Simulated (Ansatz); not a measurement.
# MgS (P6_3mc): scan of the energy under strain in Python

The task is a scan of the energy under strain, for MgS (P6_3mc).

Computed with Ansatz 0.2.0 through its Python package. Level of theory: DFT r2SCAN, plane waves, PAW.

## Step 1: The structure

Symmetry: P6_3mc, No. 186, hexagonal system. Conventional cell: a = 4.035 Å, b = 4.035 Å, c = 6.432 Å, α = 90.00°, β = 90.00°, γ = 120.00°. Around Mg (site symmetry 3m) lie 4 S at 2.45 to 2.47 Å. S (site symmetry 3m) is surrounded by 4 Mg at 2.45 to 2.47 Å.

The script holds or builds the structure itself.

## Step 2: The script

Contents of mgs_strain.py:

```python
"""Energy of MgS under shear strain, ions carried with the cell."""

import warnings

import ansatz as az
import numpy as np

VECTORS = np.array([
    [4.03462241, 0.0, 0.0],
    [-2.0173112, 3.4940855, 0.0],
    [0.0, 0.0, 6.43229418],
])
SITES = [
    ("Mg", [2 / 3, 1 / 3, 0.49575485]),
    ("Mg", [1 / 3, 2 / 3, 0.99575485]),
    ("S", [1 / 3, 2 / 3, 0.37924415]),
    ("S", [2 / 3, 1 / 3, 0.87924415]),
]


def crystal_on(cell):
    crystal = az.Crystal(lattice=az.Lattice.of(cell))
    for symbol, position in SITES:
        crystal = crystal.atom(symbol, position)
    return crystal

warnings.simplefilter("ignore", az.DeckWarning)

# clamped ions: the fractional positions stay as typed
values = np.linspace(-0.02, 0.02, 5)
energies = []
for d in values:
    strain = np.array([[0, d / 2, 0], [d / 2, 0, 0], [0, 0, 0]])
    cell = VECTORS @ (np.eye(3) + strain)
    calc = (
        crystal_on(cell).calculation()
        .basis(530)
        .functional("r2SCAN")
        .occupations("gaussian", width=0.02)
        .kpoints(6, 6, 4)
    )
    summary = calc.run(threads=1, backend="cpu").report
    energies.append(summary["free_energy_ev"] / len(SITES))
    print(f"d = {d:+.4f}  F = {energies[-1]:.5f} eV/atom")
energies = np.array(energies)

for value, e in zip(values, energies):
    print(f"strain {value:7.3f}   E - Emin = {1000 * (e - energies.min()):9.3f} meV/atom")
curvature = 2 * np.polyfit(values, energies, 3)[1]
volume = abs(np.linalg.det(VECTORS)) / len(SITES)
print(f"d2E/dd2 over the volume: {curvature / volume * 160.21766:.1f} GPa")
```

## Step 3: The run

Started as:

```console
> python mgs_strain.py
```

**Question.** How much energy does this shear strain cost, and what curvature follows?

As calculated:

```
                  quantity          value
curvature under the strain       42.2 GPa
             runs compared              5
           range of energy  1.19 meV/atom
      lowest point, strain          0.000
```

In words: Against the unstrained cell the energy per atom changes by +1.19 meV at one end of the scan and +1.19 meV at the other, and its second derivative over the volume is 42.2 GPa. Reading the output:
- The curvature belongs to this strain pattern and to the cell's stress; it equals a single elastic constant only for simple patterns.
- This cell is a computed structure, which may not be the phase found in nature.
- The ions keep their fractional positions (clamped ions).
